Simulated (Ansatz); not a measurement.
**CH5InOS2: a ladder of functionals and wavefunction methods**

The task here is to estimate one member of a computed series from the others.

The runs use Ansatz 0.2.0, Gaussian basis; functionals in def2-TZVPP, the program's frozen cores in correlated methods.

Plan: LDA (SPW92), PBE-D4, revPBE-D4, BLYP-D4, r2SCAN-D4, B97M-V, PBE0-D4, B3LYP-D4, r2SCANh-D4, r2SCAN0-D4, HSE06-D4, BHLYP-D4, CAM-B3LYP-D4, LC-ωPBE, ωB97X-V, ωB97M-V, B2PLYP, PBE-QIDH; CCSD(T)/def2-SVP; CCSD(T)/def2-TZVPP; MP2/def2-QZVPP; extrapolation to the limit; RPA on PBE.

## Structure used throughout

An earlier PBE0-D4 in a triple-zeta def2 set relaxation fixed the geometry. In takes the def2 core potential; no spin-orbit term is included.

SMILES `C[O][In]([SH])[SH]`, 10 atoms, charge 0, spin multiplicity 1.

Atoms are counted from 1 here; the program's logs count them from 0.

Bond lengths: C1–O2 1.402 Å, C1–H6 1.099 Å, C1–H7 1.095 Å, C1–H8 1.099 Å, O2–In3 1.981 Å, In3–S4 2.360 Å, In3–S5 2.372 Å, S4–H9 1.345 Å, S5–H10 1.345 Å. Angles: O2–C1–H6 112.9°, O2–C1–H7 108.4°, O2–C1–H8 112.8°, H6–C1–H7 107.3°, H6–C1–H8 107.8°, H7–C1–H8 107.3°, C1–O2–In3 121.8°, O2–In3–S4 115.1°, O2–In3–S5 118.4°, S4–In3–S5 126.5°, In3–S4–H9 91.5°, In3–S5–H10 92.0°.

Set-up of the first run:

in.yaml

```yaml
crystal:
  periodic: [false, false, false]
  atoms:
    - {symbol: C, position_ang: [-0.011811, 0.976191, 1.359078]}
    - {symbol: O, position_ang: [-0.168885, -0.346234, 0.919558]}
    - {symbol: In, position_ang: [-0.011810, -0.836079, -0.993858]}
    - {symbol: S, position_ang: [-0.317811, -3.127805, -1.469377]}
    - {symbol: S, position_ang: [0.457897, 0.880242, -2.562122]}
    - {symbol: H, position_ang: [0.982296, 1.386900, 1.131977]}
    - {symbol: H, position_ang: [-0.131156, 0.996009, 2.447494]}
    - {symbol: H, position_ang: [-0.762299, 1.658482, 0.935331]}
    - {symbol: H, position_ang: [-0.523127, -3.405842, -0.169374]}
    - {symbol: H, position_ang: [0.486706, 1.818156, -1.598705]}
basis:
  gaussian: {orbitals: def2-TZVPP}
hamiltonian: {xc: lda}
output: {orbitals: {seedname: orbitals}}
```

The run is started by

```
> ansatz run in.yaml --threads 4 --pin off --events-out ev --progress --plain --max-ram 10444MiB
```

Among the steps run: LDA; PBE-D4 (GGA); revPBE-D4 (GGA); BLYP-D4 (GGA); r2SCAN-D4 (meta-GGA); B97M-V (meta-GGA); B3LYP-D4 (hybrid); r2SCANh-D4 (hybrid); r2SCAN0-D4 (hybrid); HSE06-D4 (hybrid); BHLYP-D4 (hybrid); CAM-B3LYP-D4 (range-separated); LC-ωPBE (range-separated); ωB97X-V (range-separated); ωB97M-V (range-separated); B2PLYP (double hybrid); PBE-QIDH (double hybrid).

One of the session's tables, all rows but one given; the rest of the session is left out.

It belongs to the step «Frontier levels by functional». 

```
  functional  HOMO (eV)  LUMO (eV)  gap (eV)
 LDA (SPW92)      -6.33      -2.87      3.46
      PBE-D4      -6.17      -2.58      3.60
   revPBE-D4      -6.11      -2.46      3.66
     BLYP-D4      -6.06      -2.51      3.55
   r2SCAN-D4      -6.49      -2.37      4.12
      B97M-V      -6.58      -2.41      4.17
     PBE0-D4      -7.61      -1.72      5.89
    B3LYP-D4      -7.35      -2.01      5.34
  r2SCANh-D4      -7.04      -2.06      4.97
  r2SCAN0-D4      -7.81      -1.60      6.21
    HSE06-D4      -7.21      -2.09      5.12
    BHLYP-D4      -8.70      -0.85      7.85
CAM-B3LYP-D4      -8.93      -0.77      8.16
     LC-ωPBE          ?          ?         ?
     ωB97X-V      -9.98       0.31     10.28
     ωB97M-V      -9.82       0.15      9.96
```

**Question.** Estimate the row for LC-ωPBE.

**Answer.** HOMO (eV): -10.35; LUMO (eV): 0.48; gap (eV): 10.83. In the column «HOMO (eV)» it is the lowest.
